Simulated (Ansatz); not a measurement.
**Li2BrF: energy against volume in PBE, exact exchange and the RPA**

How do exact exchange and RPA correlation set the lattice of Li2BrF, ordered on the rocksalt lattice (R-3m) with 4 atoms a cell? The cell is scaled at fixed shape. This is a trial cell built on a prototype, not taken from a measured structure, and it needn't be the compound's ground state.

Program: Ansatz 0.2.0. PBE orbitals, norm-conserving pseudopotentials, plane waves. Simulation only: spin-unpolarised, and no claim that this is the phase found in nature.

## 1. The system as given

The cell was relaxed beforehand with r2SCAN; volume changes: +0 %, -5 %, +5 %, -10 %, +10 %.

Space group R-3m (No. 166), trigonal; conventional cell a = 3.471 Å, c = 16.405 Å, 14.26 Å³ an atom. F has 6 Li at 2.28 Å; Br has 6 Li at 2.59 Å; Li has 3 F at 2.28 Å and 3 Br at 2.59 Å.

Coordinates:

Space group R-3m:H (No. 166). a = 3.471 Å, b = 3.471 Å, c = 16.405 Å, α = 90.00°, β = 90.00°, γ = 120.00°
| atom | site | symmetry | x | y | z |
| --- | --- | --- | --- | --- | --- |
| F | 3a | -3m | 0.0000 | 0.0000 | 0.0000 |
| Br | 3b | -3m | 0.6667 | 0.3333 | 0.8333 |
| Li | 6c | 3m | 0.3333 | 0.6667 | 0.9337 |

## 2. The unscaled cell

input.yaml

```yaml
crystal:
  lattice:
    - [1.7353772125, 1.0019205008, 5.4684601362]
    - [-1.7353772125, 1.0019205008, 5.4684601362]
    - [0.0, -2.0038410015, 5.4684601362]
  atoms:
    - { symbol: F, position: [1.0, 0.0, 0.0] }
    - { symbol: Br, position: [0.5, 0.5, 0.5] }
    - { symbol: Li, position: [0.2670198431, 0.2670198431, 0.2670198431] }
    - { symbol: Li, position: [0.7329801569, 0.7329801569, 0.7329801569] }
kpoints:
  mp_grid: { grid: [4, 4, 4] }
hamiltonian:
  xc: pbe
  pseudopotentials: { kind: nc }
scf:
  occupations: { method: fixed }
output:
  rpa_energy:
    ecut_chi_ladder: [187, 210, 233, 258, 284]
    long_wavelength: optical_limit
basis:
  ecutwfc: 1320.0
```

The runs that follow: Volume -5 %; Volume +5 %; Volume -10 %; Volume +10 %.

Q: Predict the outcome of this session.

The runs gave:

Energies in meV/atom from the unscaled cell:

```csv
volume (Å³/atom),PBE,exact exchange,EXX+RPA,RPA correlation
12.836,33.8,53.2,17.9,-35.3
13.549,10.7,19.6,0.7,-18.9
14.262,0.0,0.0,0.0,0.0
14.975,-1.2,-8.7,3.2,11.9
15.688,5.0,-8.9,18.0,27.0
```

| energy | V₀ (Å³/atom) | B₀ (GPa) | B₀′ |
| --- | --- | --- | --- |
| PBE | 14.713 | 37 | 4.3 |
| exact exchange | 15.347 | 36 | 4.3 |
| EXX+RPA | 14.126 | unresolved | unresolved |

Birch–Murnaghan fits.

What this shows: RPA correlation grows stronger on compression, so it pulls the cell in against exact exchange alone. The log puts the extrapolation error of each correlation energy at up to 39 meV/atom, against 18 meV/atom for the whole EXX+RPA curve; part of it cancels between volumes. The curve is too rough to resolve B₀ and B₀′ of EXX+RPA; its minimum, near 14.1 Å³/atom, is a rough guide. The 4×4×4 mesh and the pseudopotentials limit these values, and the core-valence term stays semilocal.
